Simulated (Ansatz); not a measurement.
The system is SnSe2.

```
CELL_PARAMETERS angstrom
3.81100 0.00000 0.00000
-1.90550 3.30042 0.00000
0.00000 0.00000 6.13600
ATOMIC_POSITIONS crystal
Sn 0.00000 0.00000 0.00000
Se 0.66667 0.33333 0.75100
Se 0.33333 0.66667 0.24900
```

| Quantity | Value |
| --- | --- |
| Program | Ansatz 0.2.0 |
| Task | relaxation of cell and atoms |
| Functional | PBEsol |
| Dispersion | D3(BJ) |
| Potentials or basis | Ansatz PAW |
| Cutoff | 420 eV (not typed: the program's choice for these potentials) |
| k mesh | 8 × 8 × 5 |
| Occupations | fermi-dirac, width 0.05 eV |
| Spin | no spin polarisation |

At the start: volume 25.73 Å³/atom.

Question: How do energy, volume and symmetry change on relaxing?

Answer: It ends after 7 steps and the volume is 23.91 Å³/atom (-7.1 %); space group P-3m1 (No. 164, to 0.05 Å).

The path:
```csv
step,energy change (eV),largest force (eV/Å),volume (Å³)
1,0.0000,0.6138,77.18
2,-0.0628,0.0356,74.56
3,-0.0761,0.0037,72.34
4,-0.0790,0.0050,71.44
5,-0.0794,0.0042,71.71
6,-0.0794,0.0002,71.74
7,-0.0783,0.0008,71.74
```

Final structure:
```
CELL_PARAMETERS angstrom
3.79261 0.00000 0.00000
-1.89631 3.28450 0.00000
0.00000 0.00000 5.75882
ATOMIC_POSITIONS crystal
Sn 0.00000 0.00000 0.00000
Se 0.66667 0.33333 0.72482
Se 0.33333 0.66667 0.27518
```

Caveat: the plane-wave basis is chosen anew once the cell has moved, so the energies of steps on either side of that aren't comparable; the PAW data sets come from PBE, with cores solved anew for the run's functional, which leaves a small shift of forces and pressure.
